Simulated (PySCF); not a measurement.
# B2ClH4N: the cost of one run

Computed with PySCF 2.14.0, with density-fitted response routines of our own, on a single molecule in the gas phase. Atoms count from 0, in the outputs and in this text.

## 1. Starting geometry

8 atoms, charge 0, multiplicity 1; geometry from: GFN2-xTB. The atoms were then displaced at random by about 0.01 Å, so the start is not that level's minimum.

Bonds of the start (Å): B0–N1 1.38, N1–B2 1.40, B2–Cl3 1.75, B0–H4 1.19, B0–H5 1.18, N1–H6 1.01, B2–H7 1.18.

## 2. Optimising the geometry at PBE0-D3(BJ)/def2-SVP

What the job is given:

```
{"job": {"xc": "PBE0", "basis": "def2-SVP", "d3": "d3bj", "grid": 1, "shake": 0.01, "kind": "geom"}, "charge": 0, "multiplicity": 1}
B     -1.277820     0.305110    -0.106900
N     -0.039510    -0.249820    -0.353090
B      1.133420    -0.071160     0.381700
Cl     2.604860    -0.886120    -0.111920
H     -2.188730     0.067110    -0.837600
H     -1.423300     1.053080     0.798980
H      0.045640    -0.865820    -1.150130
H      1.200570     0.628480     1.326490
```

Command:

```
OMP_NUM_THREADS=1 python probes_run.py task.json out
```

One launch serves the whole session: the jobs run in the order shown.

Q: Estimate the wall time and peak memory of this first job on 1 thread of Arm Neoverse V2, shared host.

About 9.1 s, with a peak of 0.34 GiB.
